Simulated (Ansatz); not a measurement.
# CH3O2Si+ (SMILES [CH2+][Si](=O)O): functionals against CCSD(T) at one geometry

How do the functionals fare away from a minimum? The structure is a frame of a short trajectory.

Method: single points in def2-TZVPP; program: Ansatz 0.2.0, Gaussian basis.

Correlated methods freeze the cores.

### 1 The starting structure

SMILES `[CH2+][Si](=O)O`, 7 atoms, charge 1, spin multiplicity 1.

Atoms are counted from 1 here; the program's logs count them from 0.

Bond lengths: C1–Si2 1.751 Å, C1–O3 1.548 Å, C1–H5 1.089 Å, C1–H6 1.125 Å, Si2–O3 1.552 Å, Si2–O4 1.541 Å, O4–H7 1.022 Å. Angles: Si2–C1–O3 55.7°, Si2–C1–H5 129.0°, Si2–C1–H6 107.7°, O3–C1–H5 114.1°, O3–C1–H6 117.9°, H5–C1–H6 118.0°, C1–Si2–O3 55.5°, C1–Si2–O4 167.4°, O3–Si2–O4 116.1°, C1–O3–Si2 68.8°, Si2–O4–H7 133.5°.

Coordinates:

```xyz
7

C    -0.28527    0.97894    0.71501
Si    0.03748   -0.42357   -0.28268
O     0.86576   -0.02471    0.96727
O     0.63724   -1.53399   -1.16759
H    -0.97758    1.08107    1.54945
H    -0.06036    1.89477    0.10073
H     0.31904   -2.00755   -2.01494
```

### 2 PBE-D4/def2-TZVPP

Contents of run/in.yaml:

```yaml
crystal:
  periodic: [false, false, false]
  atoms:
    - {symbol: C, position_ang: [-0.285273, 0.978939, 0.715015]}
    - {symbol: Si, position_ang: [0.037485, -0.423574, -0.282676]}
    - {symbol: O, position_ang: [0.865763, -0.024710, 0.967272]}
    - {symbol: O, position_ang: [0.637244, -1.533991, -1.167585]}
    - {symbol: H, position_ang: [-0.977580, 1.081071, 1.549450]}
    - {symbol: H, position_ang: [-0.060361, 1.894768, 0.100732]}
    - {symbol: H, position_ang: [0.319041, -2.007548, -2.014943]}
basis:
  gaussian: {orbitals: def2-TZVPP}
total_charge: 1
hamiltonian: {xc: pbe, dispersion: d4}
output: {forces: true}
```

Started as:

```
> ansatz run in.yaml --threads 2 --pin off --events-out ev --progress --plain --max-ram 3481MiB
```

### 3 r2SCAN-D4/def2-TZVPP

Changes to run/in.yaml since step 2:

```diff
@@ -13,3 +13,3 @@
 total_charge: 1
-hamiltonian: {xc: pbe, dispersion: d4}
+hamiltonian: {xc: r2scan, dispersion: d4}
 output: {forces: true}
```

### 4 PBE0-D4/def2-TZVPP

Changes to run/in.yaml since step 3:

```diff
@@ -13,3 +13,3 @@
 total_charge: 1
-hamiltonian: {xc: r2scan, dispersion: d4}
-output: {forces: true}
+hamiltonian: {xc: pbe0, dispersion: d4}
+output: {forces: true, orbitals: {seedname: orbitals}}
```

### 5 wB97M-V/def2-TZVPP

Changes to run/in.yaml since step 4:

```diff
@@ -13,3 +13,3 @@
 total_charge: 1
-hamiltonian: {xc: pbe0, dispersion: d4}
-output: {forces: true, orbitals: {seedname: orbitals}}
+hamiltonian: {xc: {name: wB97M-V}}
+output: {forces: true}
```

### 6 CCSD(T)/def2-TZVPP

Changes to run/in.yaml since step 5:

```diff
@@ -13,3 +13,3 @@
 total_charge: 1
-hamiltonian: {xc: {name: wB97M-V}}
+correlation: {method: ccsd_t}
 output: {forces: true}
```

(Steps that only read results are left out.)

Before running it: what results should come out? Wanted: energy less free atoms, CCSD(T)/def2-TZVPP; RMS force component; RMS force error; HOMO and LUMO, PBE0-D4; T1 diagnostic.

**Answer**, as computed:

| quantity | value |
| --- | --- |
| energy less free atoms, CCSD(T)/def2-TZVPP | -1772.1 kJ/mol |
| RMS force component | 1.211 to 1.320 eV/Å over the methods |
| RMS force error | PBE-D4 0.283, r2SCAN-D4 0.140, PBE0-D4 0.230, wB97M-V 0.198 eV/Å |
| HOMO and LUMO, PBE0-D4 | -14.59 and -8.69 eV |
| T1 diagnostic | 0.016 |

What this shows: Against CCSD(T) the functionals' energies less atoms differ by -168.7 to -68.8 kJ/mol, PBE-D4 by -168.7 kJ/mol. A larger basis would deepen the CCSD(T) value, while the functionals are nearly converged already, so the order here is not reliable. On forces the order runs from r2SCAN-D4 to PBE-D4. Frozen-core CCSD(T) forces in triple zeta carry basis errors of their own, and this is one geometry, so small gaps rank nothing.
